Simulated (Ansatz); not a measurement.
# ZrB3: the cost of one run

Program: Ansatz 0.2.0. Level of theory: DFT PBE, scalar-relativistic, plane waves, PAW. These are calculated values, not measurements.

1 further run of the same task is left out (it didn't finish).

## (1) The system as given

The structure is hexagonal, space group P6_3/mcm (No. 193). Conventional cell: a = 4.577 Å, b = 4.577 Å, c = 4.135 Å, α = 90.00°, β = 90.00°, γ = 120.00°. Zr (site symmetry -3m) is surrounded by 6 B at 1.76 Å. B (site symmetry m2m) is surrounded by 2 Zr at 1.76 Å.

Structure file:

```
CELL_PARAMETERS angstrom
4.57667 0.00000 0.00000
-2.28834 3.96352 0.00000
0.00000 0.00000 4.13455
ATOMIC_POSITIONS crystal
Zr 0.00000 0.00000 0.00000
Zr 0.00000 0.00000 0.50000
B 0.31150 0.31150 0.25000
B 0.00000 0.31150 0.75000
B 0.68850 0.00000 0.25000
B 0.68850 0.68850 0.75000
B 0.00000 0.68850 0.25000
B 0.31150 0.00000 0.75000
```

This is candidate A: RuBr3 type (P6_3/mcm, No. 193).

(A quick probe on a coarse mesh, which set the mesh and smearing, is not shown.)

## (3) Coarse relaxation (candidate A)

input.yaml

```yaml
crystal:
  lattice:
    - [4.5766734706, 0.0, 0.0]
    - [-2.2883367353, 3.9635154903, 0.0]
    - [0.0, 0.0, 4.1345544708]
  atoms:
    - { symbol: Zr, position: [0.0, 0.0, 0.0] }
    - { symbol: Zr, position: [0.0, 0.0, 0.5] }
    - { symbol: B, position: [0.3115, 0.3115, 0.25] }
    - { symbol: B, position: [0.0, 0.3115, 0.75] }
    - { symbol: B, position: [0.6885, 0.0, 0.25] }
    - { symbol: B, position: [0.6885, 0.6885, 0.75] }
    - { symbol: B, position: [0.0, 0.6885, 0.25] }
    - { symbol: B, position: [0.3115, 0.0, 0.75] }
basis:
  ecutwfc: 420
kpoints:
  mp_grid: { grid: [6, 6, 4] }
hamiltonian:
  xc: pbe
scf:
  occupations: { method: gaussian, width: 0.1 }
  lower_state_search: "off"
output:
  forces: true
  stress: true
  eigenvalues: true
relax:
  adjacent_minimum: "off"
  f_tol: 0.04
  max_steps: 70
  cell: { stress_tol: 0.4 }
```

Launch:

```
$ ansatz run input.yaml --threads 1 --pin off --max-ram 2560MiB --backend cpu --events-out ev --progress --plain --runs-dir out
```

What time and memory should one allow on 1 thread of an x86-64 CPU, shared host?

About 3.1 min, with a peak of 0.39 GiB.
